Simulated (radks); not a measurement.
# Excited configurations of Cu¹⁶⁺

An exercise on one series of results from a longer session: the logs are not shown, and one member is left open.

Program: radks (a radial shooting solver on a logarithmic mesh, Libxc functionals) version 1. Level of theory: scalar-relativistic Kohn-Sham, LDA (Slater exchange, Perdew-Wang correlation), spin-polarised, spherical densities, finite nucleus; open shells are filled with parallel spins first. These are calculated values, not measurements, unless marked.

## The system

```
element            : copper (Z = 29)
charge             : +16
electrons          : 13
configuration      : [Ne] 3s2 3p1
nuclear rms radius : 3.8823 fm
```

The outer shells:

Cu¹⁶⁺
```
[Ne] core
3s [↑↓]
3p [↑ ][  ][  ]
```

The first run:

Settings of this run:

```text
Z 29
configuration [Ne] 3s2 3p1
relativity scalar-relativistic
functional lda,pw
spin polarised
nucleus finite rms 3.8823 fm
c 137.035999084
```

Among the steps run: Ground configuration: [Ne] 3s2 3p1.

One of the session's tables, all rows but one given; the rest of the session is left out.

It belongs to the step «Ground configuration: [Ne] 3s2 3p1». From the orbitals of this run (lengths in bohr):

| level | <r> | outermost maximum (interpolated) | 90 % within | nodes |
| --- | --- | --- | --- | --- |
| 2s up | 0.2330 | 0.196 | 0.360 | 1 |
| 2s down | ? | ? | ? | ? |
| 2p up | 0.2037 | 0.157 | 0.332 | 0 |
| 2p down | 0.2037 | 0.157 | 0.332 | 0 |
| 3s up | 0.5959 | 0.557 | 0.865 | 2 |
| 3s down | 0.5968 | 0.557 | 0.867 | 2 |
| 3p up | 0.5863 | 0.543 | 0.868 | 1 |
| 3p down | 0.5872 | 0.543 | 0.870 | 1 |

**Question.** Estimate the row for 2s down.

As computed: <r>: 0.2328; outermost maximum (interpolated): 0.196; 90 % within: 0.359; nodes: 1. In the column «<r>» it lies between 2p down (0.2037) and 2s up (0.2330).

Caveats from the session: Open shells are spherical and high-spin; term and fine-structure splittings are not resolved.
